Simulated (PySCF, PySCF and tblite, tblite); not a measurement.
# CH₅ClF₂OSi₂: conformers and averaged spectra, part 2 of 2

PySCF and tblite. Atoms count from 0. Earlier steps stand in the parts before.

## (4) Shieldings, conformer 2: CAM-B3LYP/pcSseg-1 in chloroform

What the job is given:

```
{"job": {"xc": "CAM-B3LYP", "basis": "pcSseg-1", "solvent": "chloroform", "kind": "nmr", "pop": false}, "charge": 0, "multiplicity": 1}
C     -2.014938     0.379348    -0.283151
Si    -0.472276    -0.699975    -0.552786
Cl    -0.790108    -2.489268     0.329218
Si     1.379609     0.336022     0.282579
O      2.662076    -0.603069     0.069095
F      1.354470     0.831357     1.810688
F      1.658625     1.756158    -0.415166
H     -2.184175     0.572372     0.774100
H     -1.919344     1.341095    -0.778794
H     -2.907125    -0.104301    -0.671454
H     -0.316812    -0.958620    -1.992104
H      3.551197    -0.361805     0.325655
```

The program printed:

```text
coarse grid: 12320 points
cycle   1  E = -1355.0964125887  dE =  7.375e-01  |g| = 1.029e+00  |ddm| = 3.146e+00
cycle   2  E = -1355.0360214560  dE =  6.039e-02  |g| = 1.264e+00  |ddm| = 1.411e+00
cycle   3  E = -1355.2817238232  dE = -2.457e-01  |g| = 5.176e-02  |ddm| = 7.344e-01
cycle   4  E = -1355.2822320773  dE = -5.083e-04  |g| = 2.720e-02  |ddm| = 7.698e-02
cycle   5  E = -1355.2823910104  dE = -1.589e-04  |g| = 4.528e-03  |ddm| = 2.445e-02
cycle   6  E = -1355.2823953081  dE = -4.298e-06  |g| = 2.116e-03  |ddm| = 6.159e-03
final grid: 108088 points
cycle   7  E = -1355.3370645052  dE = -1.779e-05  |g| = 3.910e-03  |ddm| = 1.105e-02
cycle   8  E = -1355.3370647393  dE = -2.341e-07  |g| = 3.870e-03  |ddm| = 5.671e-03
cycle   9  E = -1355.3370679410  dE = -3.202e-06  |g| = 3.704e-04  |ddm| = 2.737e-03
cycle  10  E = -1355.3370679600  dE = -1.900e-08  |g| = 1.562e-04  |ddm| = 3.238e-04
cycle  11  E = -1355.3370679643  dE = -4.332e-09  |g| = 3.156e-05  |ddm| = 1.146e-04
cycle  12  E = -1355.3370679645  dE = -1.869e-10  |g| = 9.869e-06  |ddm| = 3.111e-05
converged SCF energy = -1355.3370679645

GIAO shielding tensors (ppm)
atom      isotropic    diamagn.    paramagn.     s11        s22        s33       span
  0 C      184.112     253.479     -69.368    168.154    186.904    197.278     29.124
  1 Si     358.109     879.546    -521.437    296.755    364.324    413.249    116.494
  2 Cl    1021.000    1149.439    -128.439    987.939   1008.629   1066.432     78.493
  3 Si     390.233     876.948    -486.716    356.240    377.030    437.428     81.187
  4 O      273.237     388.284    -115.047    225.924    266.424    327.361    101.437
  5 F      313.863     472.607    -158.744    259.698    285.770    396.123    136.425
  6 F      310.488     472.330    -161.842    252.438    291.387    387.639    135.201
  7 H       31.015      31.321      -0.306     27.157     29.051     36.838      9.681
  8 H       31.477      31.026       0.451     26.587     28.696     39.148     12.561
  9 H       30.908      28.804       2.104     26.342     28.509     37.872     11.531
 10 H       26.584      29.170      -2.586     23.331     24.705     31.714      8.383
 11 H       27.769      27.822      -0.053     19.841     20.771     42.694     22.853
```

It took 42 s on 1 thread of Arm Neoverse N1, shared host; peak memory 0.84 GiB.

Key values: HOMO -10.02 eV, LUMO 0.58 eV; dipole 1.10 D.

## (5) Shieldings, conformer 3: CAM-B3LYP/pcSseg-1 in chloroform

What the job is given:

```
{"job": {"xc": "CAM-B3LYP", "basis": "pcSseg-1", "solvent": "chloroform", "kind": "nmr", "pop": false}, "charge": 0, "multiplicity": 1}
C     -1.633793    -1.000308    -0.067071
Si    -0.797786     0.696964     0.127933
Cl    -1.658312     1.981567    -1.179471
Si     1.449064     0.519477    -0.217230
O      1.968764    -0.494770     0.914284
F      2.315340     1.868189    -0.130198
F      1.972943    -0.001673    -1.643706
H     -1.245233    -1.715737     0.651547
H     -2.708110    -0.931294     0.081907
H     -1.469724    -1.411718    -1.060866
H     -1.078866     1.225566     1.471391
H      2.886911    -0.736949     1.025453
```

The program printed:

```text
coarse grid: 12320 points
cycle   1  E = -1355.0974325412  dE =  7.331e-01  |g| = 1.029e+00  |ddm| = 3.143e+00
cycle   2  E = -1355.0369367259  dE =  6.050e-02  |g| = 1.264e+00  |ddm| = 1.402e+00
cycle   3  E = -1355.2826936641  dE = -2.458e-01  |g| = 5.181e-02  |ddm| = 7.290e-01
cycle   4  E = -1355.2832039660  dE = -5.103e-04  |g| = 2.746e-02  |ddm| = 7.778e-02
cycle   5  E = -1355.2833638056  dE = -1.598e-04  |g| = 4.640e-03  |ddm| = 2.452e-02
cycle   6  E = -1355.2833680740  dE = -4.268e-06  |g| = 2.305e-03  |ddm| = 6.105e-03
final grid: 108088 points
cycle   7  E = -1355.3372853721  dE = -2.176e-05  |g| = 4.216e-03  |ddm| = 1.103e-02
cycle   8  E = -1355.3372853981  dE = -2.602e-08  |g| = 4.352e-03  |ddm| = 5.802e-03
cycle   9  E = -1355.3372891710  dE = -3.773e-06  |g| = 4.271e-04  |ddm| = 2.801e-03
cycle  10  E = -1355.3372891976  dE = -2.662e-08  |g| = 1.671e-04  |ddm| = 3.626e-04
cycle  11  E = -1355.3372892030  dE = -5.381e-09  |g| = 3.294e-05  |ddm| = 1.371e-04
cycle  12  E = -1355.3372892032  dE = -2.078e-10  |g| = 1.004e-05  |ddm| = 3.289e-05
converged SCF energy = -1355.3372892032

GIAO shielding tensors (ppm)
atom      isotropic    diamagn.    paramagn.     s11        s22        s33       span
  0 C      183.739     253.664     -69.926    167.612    186.921    196.683     29.072
  1 Si     358.176     879.401    -521.225    296.673    366.574    411.280    114.607
  2 Cl    1020.516    1149.019    -128.503    987.028   1007.913   1066.606     79.578
  3 Si     389.903     876.723    -486.820    362.584    373.058    434.068     71.483
  4 O      273.592     390.811    -117.219    224.407    268.645    327.726    103.319
  5 F      311.524     469.623    -158.099    254.536    288.340    391.696    137.160
  6 F      313.453     471.951    -158.498    257.069    287.164    396.128    139.060
  7 H       31.406      31.505      -0.099     26.392     28.841     38.986     12.594
  8 H       30.870      28.936       1.934     26.342     28.401     37.866     11.524
  9 H       30.980      31.278      -0.298     27.152     28.964     36.824      9.673
 10 H       26.568      29.168      -2.600     23.047     25.040     31.616      8.569
 11 H       27.930      28.520      -0.590     19.956     20.867     42.965     23.009
```

Run time: 41 s. Hardware: 1 thread of Arm Neoverse N1, shared host; peak memory 0.9 GiB.

This run: HOMO -10.02 eV, LUMO 0.73 eV; dipole 3.36 D.

## (6) The ensemble: properties at CAM-B3LYP/pcSseg-1 in chloroform

What the job is given:

```
{"job": {"study": "conf", "smiles": "C[Si@H](Cl)[Si](O)(F)F", "search": {"seed": 7927, "n_embed": 90, "ff_keep": 18, "window": 3.0, "nmax": 10, "temps": [200, 250, 298.15, 350, 400], "t_ref": 298.15, "order": 0.002}, "level": {"nmr": {"xc": "CAM-B3LYP", "basis": "pcSseg-1", "solvent": "chloroform"}}, "kind": "conf"}, "charge": 0, "multiplicity": 1}
C     -1.794488     0.143410    -0.711388
Si    -0.695988    -0.225158     0.796579
Cl    -1.013466     1.206571     2.186965
Si     1.496033    -0.322743     0.173905
O      1.996849     1.068944    -0.448507
F      1.777913    -1.488165    -0.895801
F      2.540319    -0.781937     1.303515
H     -2.844138     0.191358    -0.433700
H     -1.533466     1.097111    -1.164826
H     -1.690120    -0.621566    -1.475424
H     -1.125302    -1.495128     1.402939
H      2.887053     1.226617    -0.760283
```

The program printed:

```text
conformer  sym    E(xTB)   E(DFT)   G(298.15 K)  weight  dipole/D
    1     C1      0.128    0.000    0.000   0.4864    2.115
    2     C1      0.106    0.330    0.366   0.2624    1.104
    3     C1      0.000    0.182    0.392   0.2512    3.365

mean shielding (ppm) by class
class atoms           200 K      250 K   298.15 K      350 K      400 K
  0 C  0            183.877    183.882    183.886    183.889    183.891
  1 Si 1            358.499    358.475    358.459    358.447    358.439
  2 Cl 2           1021.485    1021.44   1021.412    1021.39   1021.374
  3 Si 3            389.857    389.873    389.883    389.891    389.897
  4 O  4             275.09    274.978    274.905    274.849    274.809
  5 F  5            311.264    311.372    311.444    311.499    311.539
  6 F  6            311.625     311.63    311.632    311.632    311.632
  7 H  7,8,9           31.1     31.101     31.102     31.102     31.103
  8 H  10            26.605     26.603     26.602     26.601       26.6
  9 H  11            27.792     27.795     27.797     27.798     27.799
```

Wall time 2.2 min (1 thread of Arm Neoverse N1, shared host). This counts the runs that the step sums up.

The search (ETKDG and KDG, MMFF94s, GFN2-xTB) embedded 90 structures, kept 3 distinct ones after the force field and 3 after xTB; 3 were carried on (window 3.0 kcal/mol at the search's own energies). Energies: CAM-B3LYP/pcSseg-1 in chloroform with D3(BJ).

The conformers at 298 K:

```
no.  group  mirror pair  ΔE xTB  ΔE DFT    ΔG  weight (%)  μ (D)  Cl2–Si1–Si3–F5 (°)  Si1–Si3–O4–H11 (°)     A, B, C (GHz)
  1     C1           no    0.13    0.00  0.00        48.6   2.12                 178                 180  2.09, 0.92, 0.79
  2     C1           no    0.11    0.33  0.37        26.2   1.10                 -67                 179  2.09, 0.93, 0.79
  3     C1           no    0.00    0.18  0.39        25.1   3.37                  58                -178  2.05, 0.94, 0.79
```

Energies in kcal/mol. ΔG holds xTB vibrations and rotation, symmetry numbers and mirror pairs.

Weights (%) by temperature:

```csv
no.,200 K,250 K,298 K,350 K,400 K
1,54.6,51.0,48.6,46.9,45.6
2,22.2,24.6,26.2,27.5,28.5
3,23.3,24.4,25.1,25.6,26.0
```

How the weights hang on the way they are made:

```csv
scheme,1,2,3,mean μ (D)
DFT free energy,49,26,25,2.16
"DFT energy, symmetry counted",43,25,32,2.26
DFT energy alone,43,25,32,2.26
"xTB energy, symmetry counted",30,32,38,2.27
xTB free energy,35,34,31,2.15
lowest conformer only,100,0,0,2.12
equal weights,33,33,33,2.19
```

Shifts against references run at the same level (13C TMS 185.7, 29Si TMS 340.7, 1H TMS 31.76 ppm of shielding), by class of atoms, at 298 K:

| atoms | environment | no. 1 | no. 2 | no. 3 | average |
| --- | --- | --- | --- | --- | --- |
| C0 | methyl carbon bonded to Si | 1.9 | 1.6 | 2.0 | 1.9 |
| H10 | hydrogen on a silicon bonded to C, Cl, Si | 5.13 | 5.18 | 5.20 | 5.16 |
| H11 | hydrogen on an oxygen bonded to Si | 4.02 | 3.99 | 3.83 | 3.96 |
| H7, H8, H9 | hydrogen on a methyl carbon bonded to Si | 0.67 | 0.63 | 0.68 | 0.66 |
| Si1 | silicon bonded to C, Cl, Si, H | -18.1 | -17.4 | -17.5 | -17.8 |
| Si3 | silicon bonded to 2 F, O, Si | -49.0 | -49.5 | -49.2 | -49.2 |
| Cl2 | chlorine bonded to Si | 1022 (σ) | 1021 (σ) | 1021 (σ) | 1021 (σ) |
| O4 | oxygen bonded to Si, H | 276.5 (σ) | 273.2 (σ) | 273.6 (σ) | 274.9 (σ) |
| F5 | fluorine bonded to Si | 310.1 (σ) | 313.9 (σ) | 311.5 (σ) | 311.4 (σ) |
| F6 | fluorine bonded to Si | 311.3 (σ) | 310.5 (σ) | 313.5 (σ) | 311.6 (σ) |

Effective distances for nuclear Overhauser effects, ⟨r⁻⁶⟩^(−1/6) over all pairs of two classes (Å): H7···H10 3.18.

## (7) Results

The summary covers parts 1 to 2.

| quantity | value |
| --- | --- |
| conformers | 3; the first in weight is no. 1 (C1), 49 % at 298 K |
| root-mean-square dipole | 2.31 D |
| averaged 13C shifts (CAM-B3LYP/pcSseg-1 in chloroform) | 1.9 ppm |
| averaged 1H shifts (CAM-B3LYP/pcSseg-1 in chloroform) | 5.16, 3.96, 0.66 ppm |
| averaged 29Si shifts (CAM-B3LYP/pcSseg-1 in chloroform) | -17.8, -49.2 ppm |

Conformer 1 leads with 49 % at 298 K, and its share goes from 55 % at 200 K to 46 % at 400 K. xTB puts no. 3 lowest, DFT no. 1. Among conformers over 5 %, H11 differs by 0.19 ppm, while the average moves by 0.01 ppm from 200 to 400 K. Protons on O, N, S or Se exchange and bind to solvent, so their values hold for the lone molecule only.
